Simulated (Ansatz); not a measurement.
**SiF3 (trifluorosilyl): U-revPBE/aug-cc-pVDZ**

Aim: the energy change on altering one bond length of SiF3 (trifluorosilyl) at U-revPBE/aug-cc-pVDZ, from 2 runs. 

The calculation is run with Ansatz 0.2.0.

20 further runs of the same task are left out: 20 set aside as unsound or not needed.

## Step 1: The system as given

SiF3 has 4 atoms, charge 0, and is taken as a doublet. SMILES: `F[Si](F)F`. Geometry: relaxed at PBE0-D4/def2-TZVP.

Bond lengths: F1–Si2 1.581 Å, Si2–F3 1.581 Å, Si2–F4 1.581 Å. Angles: F1–Si2–F3 107.9°, F1–Si2–F4 107.9°, F3–Si2–F4 107.9°.

## Step 2: A single-point energy at U-revPBE/aug-cc-pVDZ

File run.yaml:

```yaml
crystal:
  periodic: [false, false, false]
  atoms:
    - {symbol: F, position_ang: [0.784850, -0.507040, 1.151700]}
    - {symbol: Si, position_ang: [-0.282750, 0.213060, 0.234280]}
    - {symbol: F, position_ang: [-0.994260, -0.892250, -0.644340]}
    - {symbol: F, position_ang: [0.492160, 1.186230, -0.741640]}
basis:
  gaussian:
    orbitals: aug-cc-pVDZ
hamiltonian:
  xc: {name: revPBE}
output: {orbitals: {seedname: orbitals}}
accuracy: high
magnetization:
  spin_polarized: true
  initial_magnetization: 1
```

Run with:

```
ansatz run run.yaml --threads 1 --pin off --max-ram 3480MiB --events-out events.jsonl --progress --plain --runs-dir runs
```

The program printed:

```text
Warning: RAYON_NUM_THREADS=1 ignored (pool sized by the plan → 1); use --threads N
Functional definition: revPBE
  name "revPBE"
  parameter kappa = 1.245
  parameter beta = 0.06672455060314922
  exchange = pbe_x(kappa = kappa, mu = beta*pi^2/3)
  correlation = pbe_c(beta = beta)
1923 factors; integrals over basis functions are off by at most 3.1e-9 eV
mean field evaluation 1: about -16022.9429 eV, gradient 4.0e1 eV
mean field evaluation 2: about -16005.1887 eV, gradient 8.5e1 eV
mean field evaluation 4: about -16027.7223 eV, gradient 9.4e-1 eV
mean field evaluation 8: about -16027.7247 eV, gradient 5.8e-3 eV
mean field evaluation 16: about -16027.7247 eV, gradient 3.5e-6 eV
mean field -16027.72472640 eV, -589.0080197131 hartree, gradient 7.8e-8 eV, S^2 0.751329; 0 other end points of the search recorded, 0 dependent functions left out
reference -16027.72473227 eV, -589.0080199291 hartree; 21, 20 occupied and 75, 76 virtual orbitals, 1923 factors
Total energy: -16027.72473227 eV, -589.0080199291 hartree
```

It took 9 s on 1 thread of Arm Neoverse V1, shared host; peak memory 0.28 GiB.

## Step 3: The distorted shape

File input.yaml:

```yaml
crystal:
  periodic: [false, false, false]
  atoms:
    - {symbol: F, position_ang: [0.944990, -0.615055, 1.289313]}
    - {symbol: Si, position_ang: [-0.282750, 0.213060, 0.234280]}
    - {symbol: F, position_ang: [-0.994260, -0.892250, -0.644340]}
    - {symbol: F, position_ang: [0.492160, 1.186230, -0.741640]}
basis:
  gaussian: {orbitals: aug-cc-pVDZ}
hamiltonian: {xc: {name: revPBE}}
magnetization: {spin_polarized: true, initial_magnetization: 1}
output: {orbitals: {seedname: orbitals}}
accuracy: high
```

Run with:

```
ansatz run input.yaml --threads 1 --pin off --max-ram 3480MiB --events-out events.jsonl --progress --plain --runs-dir runs
```

The program printed (excerpt; [...] marks lines left out):

```text
Warning: RAYON_NUM_THREADS=1 ignored (pool sized by the plan → 1); use --threads N
[... 6 set-up lines as earlier in the session ...]
1928 factors; integrals over basis functions are off by at most 3.1e-9 eV
mean field evaluation 1: about -16022.4632 eV, gradient 4.0e1 eV
mean field evaluation 2: about -15993.1538 eV, gradient 1.0e2 eV
mean field evaluation 4: about -16027.4656 eV, gradient 5.7e0 eV
mean field evaluation 8: about -16027.5648 eV, gradient 2.2e-2 eV
mean field evaluation 16: about -16027.5648 eV, gradient 1.4e-5 eV
mean field -16027.56484384 eV, -589.0021441373 hartree, gradient 5.4e-8 eV, S^2 0.751604; 0 other end points of the search recorded, 0 dependent functions left out
reference -16027.56484966 eV, -589.0021443515 hartree; 21, 20 occupied and 75, 76 virtual orbitals, 1928 factors
Total energy: -16027.56484966 eV, -589.0021443515 hartree
```

Run time: 9.6 s. Hardware: 1 thread of Arm Neoverse V1, shared host; peak memory 0.28 GiB.

## Step 4: Results

Level: U-revPBE/aug-cc-pVDZ.

```
                                                          quantity          value
                                         first shape: total energy  -589.00802 Eh
                   first shape: HOMO energy (highest over α and β)       -6.58 eV
                    first shape: LUMO energy (lowest over α and β)       -4.37 eV
                                                 first shape: ⟨S²⟩          0.751
                                     distorted shape: total energy  -589.00214 Eh
               distorted shape: HOMO energy (highest over α and β)       -7.05 eV
                distorted shape: LUMO energy (lowest over α and β)       -4.99 eV
                                             distorted shape: ⟨S²⟩          0.752
energy change with the F1–Si2 bond stretched from 1.581 to 1.818 Å       0.160 eV
```

With the F1–Si2 bond stretched from 1.581 to 1.818 Å the energy rises by 0.16 eV (15.4 kJ/mol). The first shape isn't relaxed at this level, so the change isn't measured from a minimum.
